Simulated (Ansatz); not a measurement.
**wB97X/STO-3G run of MgHF (SMILES [F][MgH])**

What is the electronic atomisation energy of MgHF at wB97X/STO-3G? 

Program for the calculation: Ansatz 0.2.0.

49 further runs of the same task are left out: 2 that didn't finish, 47 set aside as unsound or not needed.

## Step 1: The system as given

The species is MgHF (3 atoms), meant as a singlet with charge 0. As SMILES, `[F][MgH]`. The shape is that of a PBE0-D4/def2-TZVP optimisation.

Bond lengths: F1–Mg2 1.756 Å, Mg2–H3 1.687 Å. Angles: F1–Mg2–H3 180.0°.

## Step 2: The energy at wB97X/STO-3G

input.yaml

```yaml
crystal:
  periodic: [false, false, false]
  atoms:
    - {symbol: F, position_ang: [-1.378600, 0.792200, -0.675100]}
    - {symbol: Mg, position_ang: [0.014500, -0.032400, 0.004400]}
    - {symbol: H, position_ang: [1.353200, -0.824800, 0.657400]}
basis:
  gaussian: {orbitals: STO-3G}
hamiltonian: {xc: {name: wB97X}}
accuracy: high
```

The run is started by

```
$ ansatz run input.yaml --threads 1 --pin off --max-ram 2610MiB --events-out events.jsonl --progress --plain --runs-dir runs
```

Standard output:

```text
Warning: RAYON_NUM_THREADS=1 ignored (pool sized by the plan → 1); use --threads N
Functional definition: wB97X
  name "wB97X"
  parameter omega = 0.3/bohr
  parameter cx = 0.157706
  parameter cx1 = 0.726479
  parameter cx2 = 1.04760
  parameter cx3 = -5.70635
  parameter cx4 = 13.2794
  parameter css1 = -4.33879
  parameter css2 = 18.2308
  parameter css3 = -31.7430
  parameter css4 = 17.2901
  parameter cos1 = 2.37031
  parameter cos2 = -11.3995
  parameter cos3 = 6.58405
  parameter cos4 = -3.78132
  exchange = spin_sum(e_x_unif_sr(omega)*poly(b97_u_x, 1 - cx, cx1, cx2, cx3, cx4)) + cx*exact_x_sr(omega)
      + exact_x_lr(omega)
  correlation = spin_sum(e_c_pw_same_spin*poly(b97_u_same, 1, css1, css2, css3, css4))
      + integral(e_c_pw_opposite_spin*poly(b97_u_opposite, 1, cos1, cos2, cos3, cos4))
242 factors; integrals over basis functions are off by at most 2.7e-7 eV
106 factors; integrals over basis functions are off by at most 1.2e-9 eV
mean field evaluation 1: about -8066.3664 eV, gradient 2.3e1 eV
mean field evaluation 2: about -8067.6883 eV, gradient 1.9e1 eV
mean field evaluation 4: about -8068.7742 eV, gradient 2.2e-1 eV
mean field evaluation 8: about -8068.7565 eV, gradient 2.9e-3 eV
mean field evaluation 16: about -8068.7565 eV, gradient 2.5e-8 eV
mean field -8068.75651537 eV, -296.5213327404 hartree, gradient 2.5e-8 eV, S^2 0.000000; 0 other end points of the search recorded, 0 dependent functions left out
reference -8068.75651407 eV, -296.5213326924 hartree; 11, 11 occupied and 4, 4 virtual orbitals, 242 factors
Total energy: -8068.75651407 eV, -296.5213326924 hartree
```

Run time: 2 s. Hardware: 1 thread of AMD EPYC 9R14 (Zen 4), shared host; peak memory 0.25 GiB.

## Step 3: The F atom at the same level

input.yaml

```yaml
crystal:
  periodic: [false, false, false]
  atoms:
    - {symbol: F, position_ang: [0.000000, 0.000000, 0.000000]}
basis:
  gaussian:
    orbitals: STO-3G
magnetization:
  spin_polarized: true
  initial_magnetization: 1
hamiltonian:
  xc: {name: wB97X}
accuracy: high
```

Run the same way, it converges to -98.27280 Eh (log not shown).

## Step 4: The H atom at the same level

run.yaml

```yaml
crystal:
  periodic: [false, false, false]
  atoms:
    - {symbol: H, position_ang: [0.000000, 0.000000, 0.000000]}
basis:
  gaussian:
    orbitals: STO-3G
magnetization:
  spin_polarized: true
  initial_magnetization: 1
hamiltonian:
  xc: {name: wB97X}
accuracy: high
```

Run the same way, it converges to -0.46692 Eh (log not shown).

## Step 5: The Mg atom at the same level

job.yaml

```yaml
crystal:
  periodic: [false, false, false]
  atoms:
    - {symbol: Mg, position_ang: [0.000000, 0.000000, 0.000000]}
basis:
  gaussian: {orbitals: STO-3G}
hamiltonian: {xc: {name: wB97X}}
accuracy: high
```

Run the same way, it converges to -197.44644 Eh (log not shown).

## Step 6: What came out

Level: wB97X/STO-3G.

| quantity | value |
| --- | --- |
| molecule: total energy | -296.52133 Eh |
| F atom: total energy | -98.27280 Eh |
| F atom: ⟨S²⟩ | 0.750 |
| H atom: total energy | -0.46692 Eh |
| H atom: ⟨S²⟩ | 0.750 |
| Mg atom: total energy | -197.44644 Eh |
| electronic atomisation energy | 9.121 eV |

What this shows: Taking the molecule apart into free atoms costs 9.12 eV (880 kJ/mol), before zero-point energy and without spin-orbit coupling. In a minimal basis such a difference can be off by several eV, whatever the method.
